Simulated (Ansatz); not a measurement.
**C2H8GeO2Si: up Jacob's ladder to CCSD(T)**

An exercise on one series of results from a longer session: the logs are not shown, and one member is left open.

The runs use Ansatz 0.2.0, Gaussian basis; functionals in def2-TZVPP, the program's frozen cores in correlated methods.

Levels to be run: PBE-D4, r2SCAN-D4, PBE0-D4, B3LYP-D4, ωB97X-V, ωB97M-V, B2PLYP; CCSD(T)/def2-TZVPP; MP2/def2-QZVPP; extrapolation to the limit.

**Structure used throughout**

An earlier PBE0-D4 in a triple-zeta def2 set relaxation fixed the geometry.

SMILES `C=C[SiH](O)[GeH2][OH]`, 14 atoms, charge 0, spin multiplicity 1.

Atoms are counted from 1 here; the program's logs count them from 0.

Bond lengths: C1–C2 1.330 Å, C1–H7 1.087 Å, C1–H8 1.087 Å, C2–Si3 1.857 Å, C2–H9 1.090 Å, Si3–O4 1.647 Å, Si3–Ge5 2.394 Å, Si3–H10 1.487 Å, O4–H11 0.966 Å, Ge5–O6 1.810 Å, Ge5–H12 1.546 Å, Ge5–H13 1.545 Å, O6–H14 0.959 Å. Angles: C2–C1–H7 122.2°, C2–C1–H8 122.0°, H7–C1–H8 115.8°, C1–C2–Si3 124.5°, C1–C2–H9 117.9°, Si3–C2–H9 117.5°, C2–Si3–O4 112.8°, C2–Si3–Ge5 112.5°, C2–Si3–H10 108.9°, O4–Si3–Ge5 101.8°, O4–Si3–H10 108.2°, Ge5–Si3–H10 112.5°, Si3–O4–H11 113.4°, Si3–Ge5–O6 94.7°, Si3–Ge5–H12 119.6°, Si3–Ge5–H13 117.3°, O6–Ge5–H12 108.1°, O6–Ge5–H13 108.3° and more.

The first run:

in.yaml reads:

```yaml
crystal:
  periodic: [false, false, false]
  atoms:
    - {symbol: C, position_ang: [-0.468533, 1.833063, -1.438816]}
    - {symbol: C, position_ang: [-0.603195, 1.820806, -0.115413]}
    - {symbol: Si, position_ang: [0.130171, 0.534256, 1.005740]}
    - {symbol: O, position_ang: [-0.993932, -0.186988, 1.969080]}
    - {symbol: Ge, position_ang: [1.016515, -1.334701, -0.199537]}
    - {symbol: O, position_ang: [-0.291572, -2.475172, 0.312844]}
    - {symbol: H, position_ang: [-0.893483, 2.619607, -2.056332]}
    - {symbol: H, position_ang: [0.074290, 1.056088, -1.970132]}
    - {symbol: H, position_ang: [-1.165449, 2.631931, 0.347865]}
    - {symbol: H, position_ang: [1.145351, 1.179909, 1.879699]}
    - {symbol: H, position_ang: [-1.209273, -1.088298, 1.697973]}
    - {symbol: H, position_ang: [1.046935, -1.301190, -1.744730]}
    - {symbol: H, position_ang: [2.370941, -1.905982, 0.275909]}
    - {symbol: H, position_ang: [-0.158766, -3.383329, 0.035860]}
basis:
  gaussian: {orbitals: def2-TZVPP}
hamiltonian: {xc: pbe, dispersion: d4}
output: {forces: true, orbitals: {seedname: orbitals}}
```

The run is started by

```sh
> ansatz run in.yaml --threads 2 --pin off --events-out ev --progress --plain --max-ram 22528MiB --backend cuda --devices 0, --max-vram 18GiB
```

Steps of the session up to this table: PBE-D4 (GGA); r2SCAN-D4 (meta-GGA); PBE0-D4 (hybrid); B3LYP-D4 (hybrid); ωB97X-V (range-separated); ωB97M-V (range-separated); B2PLYP (double hybrid); CCSD(T) in def2-TZVPP; MP2 in def2-QZVPP.

One table of the session follows, with a row left open; its other results are not shown here.

It belongs to the step «Atomisation energies». 

```
            method  atomisation energy (kcal/mol)
            PBE-D4                         1236.0
         r2SCAN-D4                         1222.8
           PBE0-D4                         1213.8
          B3LYP-D4                         1216.5
           ωB97X-V                         1224.0
           ωB97M-V                         1220.5
            B2PLYP                         1205.4
     HF/def2-TZVPP                          877.6
    MP2/def2-TZVPP                         1211.5
   CCSD/def2-TZVPP                              ?
CCSD(T)/def2-TZVPP                         1193.7
           MP2/CBS                         1243.3
       CCSD(T)/CBS                         1225.6
```

Q: Estimate the row for CCSD/def2-TZVPP from the others.

As computed: atomisation energy (kcal/mol): 1174.9. In the column «atomisation energy (kcal/mol)» it lies between HF/def2-TZVPP (877.6) and CCSD(T)/def2-TZVPP (1193.7).

Limits of these values: Free atoms (2 C, 1 Si, 2 O, 1 Ge, 8 H) were run apart at each level; the atomisation energy is their sum less the molecule, without zero-point or spin-orbit terms.
